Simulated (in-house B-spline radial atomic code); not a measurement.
# W⁵⁺: a fraction of an electron removed from 5d

How does the HSE06 energy of W⁵⁺ change when part of an electron is removed from 5d?

The numbers are computed with in-house B-spline radial atomic code version 1 (scalar-relativistic (spin-free one-electron X2C) HSE06, spin-polarised, spherical fractional occupations, Fermi nucleus, basis-set limit), except any that are marked as measured or tabulated.

**1. The system**

| Item | Value |
| --- | --- |
| element | tungsten (Z = 74) |
| charge | +5 |
| electrons | 69 |
| configuration | [Xe] 4f14 5d1 |
| Hamiltonian | scalar-relativistic (X2C) |
| nucleus | Fermi, rms radius 5.366 fm |

Outer shells as boxes (Hund's rule):

[Xe] 4f14 5d1
```
[Xe] core
4f [↑↓][↑↓][↑↓][↑↓][↑↓][↑↓][↑↓]
5d [↑ ][  ][  ][  ][  ]
```

Where spins are not typed, each open shell is filled with up spins first.

**2. The start, at fraction 0**

Settings of the run:

```ini
Z = 74
electrons = 69.0
configuration = [Xe] 4f14 5d1
hamiltonian = x2c
method = hse06
spin_polarised = True
nucleus = fermi
rms_radius = 5.3658
mass_number = 184
atomic_mass = 183.95093318
speed_of_light = 137.035999084
```

From the run's result record (rounded, not every field):

```text
{
  "status": "converged",
  "scf [iteration, energy, orbital gradient]": [
    [1, -16135.714303, 0.512],
    [2, -16136.5901189, 0.243],
    [3, -16138.0011627, 0.0691],
    [4, -16138.0540224, 0.0152],
    [5, -16138.0525517, 0.0159],
    [6, -16138.058375, 0.00144],
    [7, -16138.0584067, 0.000307],
    [8, -16138.0584087, 1.17e-05],
    [9, -16138.0584087, 4.51e-07]
  ],
  "energy [hartree]": {"total": -16138.0584087, "kinetic": 18190.4672818, "nuclear": -40180.6794738, "coulomb": 6178.498099, "exact_exchange": -79.3234155011, "xc": -247.020900122},
  "orbitals [hartree, bohr; first row names the columns]": [
    ["name", "occ", "eps", "<r>", "<r^2>", "<1/r>", "r_max"],
    ["1s up", 1.0, -2553.1789, 0.017542, 0.00043139, 95.537, 0.01051],
    ["1s down", 1.0, -2553.1791, 0.017542, 0.00043139, 95.537, 0.01051],
    ["2s up", 1.0, -443.74416, 0.076756, 0.0070319, 22.314, 0.065492],
    ["2s down", 1.0, -443.7412, 0.076755, 0.0070319, 22.314, 0.065492],
    ["2p up", 3.0, -389.6087, 0.068881, 0.0058139, 18.7, 0.053298],
    ["2p down", 3.0, -389.60612, 0.068881, 0.0058138, 18.7, 0.053298],
    ["3s up", 1.0, -104.46935, 0.20042, 0.046072, 8.0318, 0.18534],
    ["3s down", 1.0, -104.46877, 0.20042, 0.046071, 8.0318, 0.18534],
    ["3p up", 3.0, -88.277936, 0.20046, 0.046703, 7.0691, 0.18307],
    ["3p down", 3.0, -88.277197, 0.20046, 0.046702, 7.0691, 0.18307],
    ["3d up", 5.0, -69.024249, 0.18234, 0.038977, 6.5828, 0.14933],
    ["3d down", 5.0, -69.02218, 0.18234, 0.038978, 6.5827, 0.14933],
    ["4s up", 1.0, -23.586564, 0.44968, 0.22846, 3.323, 0.42124],
    ["4s down", 1.0, -23.583873, 0.44969, 0.22847, 3.3228, 0.42125],
    ["4p up", 3.0, -18.223663, 0.4771, 0.25908, 2.9396, 0.44092],
    ["4p down", 3.0, -18.22106, 0.4771, 0.25908, 2.9394, 0.44094],
    ["4d up", 5.0, -11.243524, 0.51165, 0.30343, 2.5916, 0.45297],
    ["4d down", 5.0, -11.239884, 0.51162, 0.30336, 2.5915, 0.45302],
    ["5s up", 1.0, -5.1845548, 1.0589, 1.2558, 1.2811, 0.96352],
    ["5s down", 1.0, -5.1551185, 1.0561, 1.2493, 1.2855, 0.96158],
    ["5p up", 3.0, -3.7924624, 1.2089, 1.6435, 1.0858, 1.0814],
    ["5p down", 3.0, -3.7526616, 1.2057, 1.6352, 1.0898, 1.0787],
    ["4f up", 7.0, -3.5511978, 0.60097, 0.44914, 2.0938, 0.42972],
    ["4f down", 7.0, -3.5457996, 0.59927, 0.44592, 2.0972, 0.42963],
    ["5d up", 1.0, -2.0745752, 1.6033, 2.9244, 0.79588, 1.3765]
  ],
  "sum_r [bohr^k]": {"-1": 561.6312, "1": 32.271, "2": 27.38841}
}
```

Wall time 1.1 s (1 thread, shared host).

**3. 0.03 electron removed from 5d**

Changes to the settings of step 2:

```diff
@@ -1,4 +1,4 @@
 Z = 74
-electrons = 69.0
-configuration = [Xe] 4f14 5d1
+electrons = 68.97
+configuration = [Xe] 4f14 5d0.97
 hamiltonian = x2c
```

Result record:

```text
{
  "status": "converged",
  "scf [iteration, energy, orbital gradient]": [
    [1, -16135.6000287, 0.512],
    [2, -16136.4624336, 0.25],
    [3, -16137.9373484, 0.0699],
    [4, -16137.9914879, 0.0154],
    [5, -16137.9900041, 0.016],
    [6, -16137.9959219, 0.00147],
    [7, -16137.9959549, 0.000306],
    [8, -16137.9959568, 1.08e-05],
    [9, -16137.9959568, 4.27e-07]
  ],
  "energy [hartree]": {"total": -16137.9959568, "kinetic": 18190.4090212, "nuclear": -40179.3369719, "coulomb": 6177.26072128, "exact_exchange": -79.3209136175, "xc": -247.007813654},
  "orbitals [hartree, bohr; first row names the columns]": [
    ["name", "occ", "eps", "<r>"],
    ["1s up", 1.0, -2553.1972, 0.017542],
    ["1s down", 1.0, -2553.1973, 0.017542],
    ["2s up", 1.0, -443.76242, 0.076756],
    ["2s down", 1.0, -443.75955, 0.076755],
    ["2p up", 3.0, -389.62697, 0.068881],
    ["2p down", 3.0, -389.62446, 0.068881],
    ["3s up", 1.0, -104.48741, 0.20042],
    ["3s down", 1.0, -104.48684, 0.20042],
    ["3p up", 3.0, -88.295994, 0.20046],
    ["3p down", 3.0, -88.295274, 0.20046],
    ["3d up", 5.0, -69.04232, 0.18234],
    ["3d down", 5.0, -69.040306, 0.18234],
    ["4s up", 1.0, -23.604507, 0.44968],
    ["4s down", 1.0, -23.601887, 0.44969],
    ["4p up", 3.0, -18.241608, 0.4771],
    ["4p down", 3.0, -18.239073, 0.4771],
    ["4d up", 5.0, -11.261444, 0.51165],
    ["4d down", 5.0, -11.257899, 0.51162],
    ["5s up", 1.0, -5.2014387, 1.0587],
    ["5s down", 1.0, -5.1728004, 1.056],
    ["5p up", 3.0, -3.8085971, 1.2084],
    ["5p down", 3.0, -3.7698934, 1.2053],
    ["4f up", 7.0, -3.5690152, 0.60088],
    ["4f down", 7.0, -3.5637609, 0.59922],
    ["5d up", 0.97, -2.0886383, 1.6015]
  ],
  "sum_r [bohr^k]": {"-1": 561.613, "1": 32.21694, "2": 27.28237},
  "energy_minus_base [hartree]": 0.062451884
}
```

It took 0.93 s on 1 thread, shared host.

energy_minus_base is the energy less that of the reference run.

**4. 0.2 electron removed from 5d**

Changes to the settings of step 3:

```diff
@@ -1,4 +1,4 @@
 Z = 74
-electrons = 68.97
-configuration = [Xe] 4f14 5d0.97
+electrons = 68.8
+configuration = [Xe] 4f14 5d0.8
 hamiltonian = x2c
```

Result record:

```text
{
  "status": "converged",
  "scf [iteration, energy, orbital gradient]": [
    [1, -16134.9068847, 0.512],
    [2, -16135.6837276, 0.288],
    [3, -16137.5677415, 0.0744],
    [4, -16137.6291228, 0.0165],
    [5, -16137.6276315, 0.0168],
    [6, -16137.6340471, 0.0016],
    [7, -16137.6340867, 0.000298],
    [8, -16137.6340883, 9.43e-06],
    [9, -16137.6340883, 4.93e-07]
  ],
  "energy [hartree]": {"total": -16137.6340883, "kinetic": 18190.0712048, "nuclear": -40171.6792843, "coulomb": 6170.21450737, "exact_exchange": -79.3070595885, "xc": -246.933456612},
  "orbitals [hartree, bohr; first row names the columns]": [
    ["name", "occ", "eps", "<r>"],
    ["1s up", 1.0, -2553.3011, 0.017542],
    ["1s down", 1.0, -2553.3013, 0.017542],
    ["2s up", 1.0, -443.86658, 0.076755],
    ["2s down", 1.0, -443.86417, 0.076755],
    ["2p up", 3.0, -389.73121, 0.068881],
    ["2p down", 3.0, -389.7291, 0.068881],
    ["3s up", 1.0, -104.59039, 0.20042],
    ["3s down", 1.0, -104.58991, 0.20042],
    ["3p up", 3.0, -88.398971, 0.20046],
    ["3p down", 3.0, -88.398363, 0.20046],
    ["3d up", 5.0, -69.145369, 0.18234],
    ["3d down", 5.0, -69.143676, 0.18234],
    ["4s up", 1.0, -23.706806, 0.44968],
    ["4s down", 1.0, -23.704602, 0.44969],
    ["4p up", 3.0, -18.343917, 0.4771],
    ["4p down", 3.0, -18.341783, 0.4771],
    ["4d up", 5.0, -11.363606, 0.51164],
    ["4d down", 5.0, -11.360621, 0.51162],
    ["5s up", 1.0, -5.2975777, 1.0573],
    ["5s down", 1.0, -5.273556, 1.0551],
    ["5p up", 3.0, -3.9004405, 1.2055],
    ["5p down", 3.0, -3.8680623, 1.203],
    ["4f up", 7.0, -3.6705824, 0.60034],
    ["4f down", 7.0, -3.6661642, 0.59896],
    ["5d up", 0.8, -2.1687093, 1.5909]
  ],
  "sum_r [bohr^k]": {"-1": 561.5096, "1": 31.91268, "2": 26.69024},
  "energy_minus_base [hartree]": 0.424320355
}
```

It took 0.92 s on 1 thread, shared host.

**5. 0.28 electron removed from 5d**

Changes to the settings of step 4:

```diff
@@ -1,4 +1,4 @@
 Z = 74
-electrons = 68.8
-configuration = [Xe] 4f14 5d0.8
+electrons = 68.72
+configuration = [Xe] 4f14 5d0.72
 hamiltonian = x2c
```

Result record:

```text
{
  "status": "converged",
  "scf [iteration, energy, orbital gradient]": [
    [1, -16134.5496684, 0.512],
    [2, -16135.2827271, 0.307],
    [3, -16137.3891491, 0.0769],
    [4, -16137.4538735, 0.017],
    [5, -16137.4524305, 0.0171],
    [6, -16137.4590318, 0.00165],
    [7, -16137.4590728, 0.000295],
    [8, -16137.4590743, 1.08e-05],
    [9, -16137.4590743, 5.99e-07]
  ],
  "energy [hartree]": {"total": -16137.4590743, "kinetic": 18189.9077201, "nuclear": -40168.0464591, "coulomb": 6166.8787451, "exact_exchange": -79.3007353245, "xc": -246.898345092},
  "orbitals [hartree, bohr; first row names the columns]": [
    ["name", "occ", "eps", "<r>"],
    ["1s up", 1.0, -2553.3504, 0.017542],
    ["1s down", 1.0, -2553.3506, 0.017542],
    ["2s up", 1.0, -443.916, 0.076755],
    ["2s down", 1.0, -443.91381, 0.076755],
    ["2p up", 3.0, -389.78066, 0.068881],
    ["2p down", 3.0, -389.77874, 0.06888],
    ["3s up", 1.0, -104.63922, 0.20042],
    ["3s down", 1.0, -104.63879, 0.20042],
    ["3p up", 3.0, -88.447808, 0.20046],
    ["3p down", 3.0, -88.447255, 0.20046],
    ["3d up", 5.0, -69.194242, 0.18234],
    ["3d down", 5.0, -69.192705, 0.18234],
    ["4s up", 1.0, -23.755311, 0.44968],
    ["4s down", 1.0, -23.753309, 0.44969],
    ["4p up", 3.0, -18.392426, 0.4771],
    ["4p down", 3.0, -18.390487, 0.4771],
    ["4d up", 5.0, -11.412043, 0.51164],
    ["4d down", 5.0, -11.40933, 0.51162],
    ["5s up", 1.0, -5.3430856, 1.0566],
    ["5s down", 1.0, -5.3212947, 1.0546],
    ["5p up", 3.0, -3.9438977, 1.2042],
    ["5p down", 3.0, -3.9145622, 1.2019],
    ["4f up", 7.0, -3.7187284, 0.60008],
    ["4f down", 7.0, -3.7147158, 0.59884],
    ["5d up", 0.72, -2.206606, 1.586]
  ],
  "sum_r [bohr^k]": {"-1": 561.4605, "1": 31.77071, "2": 26.41659},
  "energy_minus_base [hartree]": 0.599334333
}
```

Wall time 0.92 s (1 thread, shared host).

**6. 0.39 electron removed from 5d**

Changes to the settings of step 5:

```diff
@@ -1,4 +1,4 @@
 Z = 74
-electrons = 68.72
-configuration = [Xe] 4f14 5d0.72
+electrons = 68.61
+configuration = [Xe] 4f14 5d0.61
 hamiltonian = x2c
```

Result record:

```text
{
  "status": "converged",
  "scf [iteration, energy, orbital gradient]": [
    [1, -16134.0234136, 0.511],
    [2, -16134.689489, 0.336],
    [3, -16137.1387437, 0.0802],
    [4, -16137.2079399, 0.0178],
    [5, -16137.2066205, 0.0174],
    [6, -16137.2134242, 0.00169],
    [7, -16137.2134681, 0.000292],
    [8, -16137.2134695, 1.25e-05],
    [9, -16137.2134695, 7.92e-07],
    [10, -16137.2134695, 2.5e-08]
  ],
  "energy [hartree]": {"total": -16137.2134695, "kinetic": 18189.6779365, "nuclear": -40163.0205849, "coulomb": 6162.2713753, "exact_exchange": -79.2922475047, "xc": -246.849948944},
  "orbitals [hartree, bohr; first row names the columns]": [
    ["name", "occ", "eps", "<r>"],
    ["1s up", 1.0, -2553.4187, 0.017542],
    ["1s down", 1.0, -2553.4188, 0.017542],
    ["2s up", 1.0, -443.98436, 0.076755],
    ["2s down", 1.0, -443.98249, 0.076755],
    ["2p up", 3.0, -389.84907, 0.068881],
    ["2p down", 3.0, -389.84743, 0.06888],
    ["3s up", 1.0, -104.70677, 0.20042],
    ["3s down", 1.0, -104.70639, 0.20042],
    ["3p up", 3.0, -88.515356, 0.20046],
    ["3p down", 3.0, -88.51488, 0.20046],
    ["3d up", 5.0, -69.261839, 0.18233],
    ["3d down", 5.0, -69.260522, 0.18234],
    ["4s up", 1.0, -23.822384, 0.44968],
    ["4s down", 1.0, -23.820667, 0.44969],
    ["4p up", 3.0, -18.459504, 0.4771],
    ["4p down", 3.0, -18.457839, 0.4771],
    ["4d up", 5.0, -11.479017, 0.51163],
    ["4d down", 5.0, -11.476687, 0.51161],
    ["5s up", 1.0, -5.4059323, 1.0557],
    ["5s down", 1.0, -5.3872699, 1.054],
    ["5p up", 3.0, -4.0038945, 1.2023],
    ["5p down", 3.0, -3.978812, 1.2004],
    ["4f up", 7.0, -3.7852927, 0.59972],
    ["4f down", 7.0, -3.7818507, 0.59866],
    ["5d up", 0.61, -2.2589335, 1.5794]
  ],
  "sum_r [bohr^k]": {"-1": 561.3927, "1": 31.57673, "2": 26.04537},
  "energy_minus_base [hartree]": 0.844939155
}
```

Run time: 1 s. Hardware: 1 thread, shared host.

**7. 0.5 electron removed from 5d**

Changes to the settings of step 6:

```diff
@@ -1,4 +1,4 @@
 Z = 74
-electrons = 68.61
-configuration = [Xe] 4f14 5d0.61
+electrons = 68.5
+configuration = [Xe] 4f14 5d0.5
 hamiltonian = x2c
```

Result record:

```text
{
  "status": "converged",
  "scf [iteration, energy, orbital gradient]": [
    [1, -16133.4490872, 0.511],
    [2, -16134.0453797, 0.366],
    [3, -16136.8828085, 0.0835],
    [4, -16136.9562298, 0.0186],
    [5, -16136.9551232, 0.0176],
    [6, -16136.9620489, 0.0017],
    [7, -16136.9620929, 0.000289],
    [8, -16136.9620941, 1.42e-05],
    [9, -16136.9620942, 1e-06],
    [10, -16136.9620942, 2.69e-08]
  ],
  "energy [hartree]": {"total": -16136.9620942, "kinetic": 18189.4428113, "nuclear": -40157.9604478, "coulomb": 6157.64099364, "exact_exchange": -79.28401123, "xc": -246.801440151},
  "orbitals [hartree, bohr; first row names the columns]": [
    ["name", "occ", "eps", "<r>"],
    ["1s up", 1.0, -2553.4874, 0.017542],
    ["1s down", 1.0, -2553.4875, 0.017542],
    ["2s up", 1.0, -444.05319, 0.076755],
    ["2s down", 1.0, -444.05164, 0.076755],
    ["2p up", 3.0, -389.91795, 0.068881],
    ["2p down", 3.0, -389.91659, 0.06888],
    ["3s up", 1.0, -104.77476, 0.20042],
    ["3s down", 1.0, -104.77445, 0.20042],
    ["3p up", 3.0, -88.583346, 0.20046],
    ["3p down", 3.0, -88.58295, 0.20046],
    ["3d up", 5.0, -69.329881, 0.18233],
    ["3d down", 5.0, -69.328789, 0.18234],
    ["4s up", 1.0, -23.889885, 0.44968],
    ["4s down", 1.0, -23.88846, 0.44969],
    ["4p up", 3.0, -18.527008, 0.4771],
    ["4p down", 3.0, -18.525625, 0.4771],
    ["4d up", 5.0, -11.546413, 0.51163],
    ["4d down", 5.0, -11.544478, 0.51161],
    ["5s up", 1.0, -5.4690878, 1.0547],
    ["5s down", 1.0, -5.4536253, 1.0534],
    ["5p up", 3.0, -4.0641658, 1.2004],
    ["5p down", 3.0, -4.0434171, 1.1988],
    ["4f up", 7.0, -3.8522672, 0.59935],
    ["4f down", 7.0, -3.8494108, 0.59849],
    ["5d up", 0.5, -2.3115056, 1.5729]
  ],
  "sum_r [bohr^k]": {"-1": 561.3243, "1": 31.38414, "2": 25.6798},
  "energy_minus_base [hartree]": 1.0963145
}
```

Wall time 0.99 s (1 thread, shared host).

**8. 0.58 electron removed from 5d**

Changes to the settings of step 7:

```diff
@@ -1,4 +1,4 @@
 Z = 74
-electrons = 68.5
-configuration = [Xe] 4f14 5d0.5
+electrons = 68.42
+configuration = [Xe] 4f14 5d0.42
 hamiltonian = x2c
```

Result record:

```text
{
  "status": "converged",
  "scf [iteration, energy, orbital gradient]": [
    [1, -16132.9982053, 0.511],
    [2, -16133.5416955, 0.389],
    [3, -16136.6932314, 0.0857],
    [4, -16136.7695214, 0.0192],
    [5, -16136.7686275, 0.0176],
    [6, -16136.7755946, 0.00167],
    [7, -16136.775638, 0.000288],
    [8, -16136.7756392, 1.54e-05],
    [9, -16136.7756392, 1.18e-06],
    [10, -16136.7756392, 2.86e-08]
  ],
  "energy [hartree]": {"total": -16136.7756392, "kinetic": 18189.2683198, "nuclear": -40154.2587301, "coulomb": 6154.25905092, "exact_exchange": -79.2781817648, "xc": -246.766098155},
  "orbitals [hartree, bohr; first row names the columns]": [
    ["name", "occ", "eps", "<r>"],
    ["1s up", 1.0, -2553.5376, 0.017542],
    ["1s down", 1.0, -2553.5377, 0.017542],
    ["2s up", 1.0, -444.10355, 0.076755],
    ["2s down", 1.0, -444.10223, 0.076755],
    ["2p up", 3.0, -389.96833, 0.068881],
    ["2p down", 3.0, -389.96718, 0.06888],
    ["3s up", 1.0, -104.82449, 0.20042],
    ["3s down", 1.0, -104.82422, 0.20042],
    ["3p up", 3.0, -88.633072, 0.20046],
    ["3p down", 3.0, -88.632736, 0.20046],
    ["3d up", 5.0, -69.379646, 0.18233],
    ["3d down", 5.0, -69.378721, 0.18233],
    ["4s up", 1.0, -23.939244, 0.44968],
    ["4s down", 1.0, -23.938036, 0.44969],
    ["4p up", 3.0, -18.576368, 0.4771],
    ["4p down", 3.0, -18.575197, 0.4771],
    ["4d up", 5.0, -11.595693, 0.51162],
    ["4d down", 5.0, -11.594052, 0.51161],
    ["5s up", 1.0, -5.5152108, 1.0541],
    ["5s down", 1.0, -5.5021202, 1.0529],
    ["5p up", 3.0, -4.10817, 1.1991],
    ["5p down", 3.0, -4.0906236, 1.1977],
    ["4f up", 7.0, -3.9012326, 0.59909],
    ["4f down", 7.0, -3.8988115, 0.59835],
    ["5d up", 0.42, -2.349888, 1.5682]
  ],
  "sum_r [bohr^k]": {"-1": 561.2743, "1": 31.24492, "2": 25.41738},
  "energy_minus_base [hartree]": 1.28276944
}
```

It took 0.98 s on 1 thread, shared host.

**9. 0.64 electron removed from 5d**

Changes to the settings of step 8:

```diff
@@ -1,4 +1,4 @@
 Z = 74
-electrons = 68.42
-configuration = [Xe] 4f14 5d0.42
+electrons = 68.36
+configuration = [Xe] 4f14 5d0.36
 hamiltonian = x2c
```

Result record:

```text
{
  "status": "converged",
  "scf [iteration, energy, orbital gradient]": [
    [1, -16132.6399268, 0.511],
    [2, -16133.1431023, 0.407],
    [3, -16136.54917, 0.0873],
    [4, -16136.627472, 0.0197],
    [5, -16136.626773, 0.0176],
    [6, -16136.6337359, 0.00163],
    [7, -16136.6337792, 0.000289],
    [8, -16136.6337804, 1.62e-05],
    [9, -16136.6337804, 1.31e-06],
    [10, -16136.6337804, 2.94e-08]
  ],
  "energy [hartree]": {"total": -16136.6337804, "kinetic": 18189.1355182, "nuclear": -40151.4705741, "coulomb": 6151.71473506, "exact_exchange": -79.2739001462, "xc": -246.739559347},
  "orbitals [hartree, bohr; first row names the columns]": [
    ["name", "occ", "eps", "<r>"],
    ["1s up", 1.0, -2553.5755, 0.017542],
    ["1s down", 1.0, -2553.5755, 0.017542],
    ["2s up", 1.0, -444.14147, 0.076755],
    ["2s down", 1.0, -444.14034, 0.076755],
    ["2p up", 3.0, -390.00629, 0.06888],
    ["2p down", 3.0, -390.0053, 0.06888],
    ["3s up", 1.0, -104.86193, 0.20042],
    ["3s down", 1.0, -104.8617, 0.20042],
    ["3p up", 3.0, -88.670519, 0.20046],
    ["3p down", 3.0, -88.670229, 0.20046],
    ["3d up", 5.0, -69.417124, 0.18233],
    ["3d down", 5.0, -69.416325, 0.18233],
    ["4s up", 1.0, -23.97641, 0.44968],
    ["4s down", 1.0, -23.975368, 0.44969],
    ["4p up", 3.0, -18.613536, 0.4771],
    ["4p down", 3.0, -18.612524, 0.4771],
    ["4d up", 5.0, -11.632798, 0.51162],
    ["4d down", 5.0, -11.631381, 0.51161],
    ["5s up", 1.0, -5.5499075, 1.0535],
    ["5s down", 1.0, -5.5386209, 1.0525],
    ["5p up", 3.0, -4.1412657, 1.198],
    ["5p down", 3.0, -4.1261495, 1.1969],
    ["4f up", 7.0, -3.9380971, 0.59888],
    ["4f down", 7.0, -3.9360079, 0.59825],
    ["5d up", 0.36, -2.3787529, 1.5646]
  ],
  "sum_r [bohr^k]": {"-1": 561.2367, "1": 31.14097, "2": 25.22243},
  "energy_minus_base [hartree]": 1.42462827
}
```

Run time: 0.97 s. Hardware: 1 thread, shared host.

(Part 1 of 2 ends here.)
